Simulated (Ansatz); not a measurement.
**GeH4+ (quartet): wave-function methods side by side, cc-pVTZ**

Aim: climb from Hartree-Fock through coupled cluster and multireference methods for GeH4+ (quartet) at one geometry and basis, and see what each rung misses.

Method: cc-pVTZ, correlated electrons: outside noble gas; program: Ansatz 0.2.0, Gaussian basis.

Plan: UHF; CCSD(T) on ROHF; CCSD(T) on UHF; BCCD(T) on ROHF; CCSDT(Q) on ROHF; CCSDT(Q) on UHF; CASSCF and MRCISD+Q, 7 electrons in 8 orbitals; CASSCF and NEVPT4(SD), 7 electrons in 8 orbitals; CASSCF and NEVPT2, 7 electrons in 8 orbitals.

## Step 1: The geometry

The geometry is a PBE0/def2-TZVP stationary point (not a proven minimum) of the parent state, kept for this charge and spin. No spin-orbit coupling is included. The filled d shell of Ge may be among the frozen orbitals whatever the setting's name suggests; the logs give the count.

5 atoms, charge 1, spin multiplicity 4.

Atoms are counted from 1 here; the program's logs count them from 0.

Bond lengths: Ge1–H2 1.565 Å, Ge1–H3 1.565 Å, Ge1–H4 1.565 Å, Ge1–H5 1.565 Å. Angles: H2–Ge1–H3 97.5°, H2–Ge1–H4 97.5°, H2–Ge1–H5 137.7°, H3–Ge1–H4 137.7°, H3–Ge1–H5 97.5°, H4–Ge1–H5 97.5°.

In the tables R marks a restricted open-shell determinant and U an unrestricted one; 'valence' is the active space of 7 electrons in 8 orbitals; correlation energies count from the lowest restricted Hartree-Fock solution.

## Step 2: UHF

Input file in.yaml:

```yaml
crystal:
  periodic: [false, false, false]
  atoms:
    - {symbol: Ge, position_ang: [0.000000, 0.000000, 0.000000]}
    - {symbol: H, position_ang: [0.561303, 1.033925, 1.032591]}
    - {symbol: H, position_ang: [-0.569863, -1.029690, 1.032135]}
    - {symbol: H, position_ang: [-0.559224, 1.030817, -1.036818]}
    - {symbol: H, position_ang: [0.567783, -1.035053, -1.027908]}
basis:
  gaussian: {orbitals: cc-pVTZ}
total_charge: 1
magnetization: {spin_polarized: true, initial_magnetization: 3}
hamiltonian: {xc: hf}
output: {orbitals: {seedname: orbitals}}
```

Launch:

```console
> ansatz run in.yaml --threads 1 --pin off --events-out ev --progress --plain --max-ram 4096MiB --backend cpu
```

Further steps of the session: CCSD(T) on ROHF; CCSD(T) on UHF; BCCD(T) on ROHF; CCSDT(Q) on ROHF; CCSDT(Q) on UHF; CASSCF and MRCISD+Q, 7 electrons in 8 orbitals; CASSCF and NEVPT4(SD), 7 electrons in 8 orbitals; CASSCF and NEVPT2, 7 electrons in 8 orbitals.

**Question.** What will the summary of the whole plan be? Wanted: correlation energy, UCCSDT(Q); RMP2 from UCCSDT(Q); UMP2 from UCCSDT(Q); RCCSD from UCCSDT(Q); RCCSD(T) from UCCSDT(Q); UCCSD(T) from UCCSDT(Q); RCCSDT(Q) from UCCSDT(Q); NEVPT2 valence from UCCSDT(Q); NEVPT4(SD) valence from UCCSDT(Q).

As calculated:

| quantity | value |
| --- | --- |
| correlation energy, UCCSDT(Q) | -3.4089 eV |
| RMP2 from UCCSDT(Q) | +835.4 meV |
| UMP2 from UCCSDT(Q) | +822.5 meV |
| RCCSD from UCCSDT(Q) | +142.6 meV |
| RCCSD(T) from UCCSDT(Q) | +40.5 meV |
| UCCSD(T) from UCCSDT(Q) | +32.5 meV |
| RCCSDT(Q) from UCCSDT(Q) | +8.1 meV |
| NEVPT2 valence from UCCSDT(Q) | +580.5 meV |
| NEVPT4(SD) valence from UCCSDT(Q) | +111.5 meV |
| MRCISD+Q valence from UCCSDT(Q) | +47.1 meV |
| levels of the table within 1 kcal/mol (43 meV) | RCCSD(T), UCCSD(T), BCCD(T), RCCSDT, UCCSDT, RCCSDT(Q) |
| T1 diagnostic | 0.040 |
| effectively unpaired electrons | 3.02 |

What this shows: RCCSD(T) lands +40.5 meV from the yardstick (1.2 % of the correlation energy). The occupations are near whole numbers, but T1 = 0.040 shows that the orbitals relax strongly. Of the multireference levels listed MRCISD+Q valence comes nearest in total energy (+47.1 meV), which doesn't show that its space is the better one. These misses are within one basis, not against nature; the frozen cores of restricted and unrestricted runs differ, which can shift their rows.
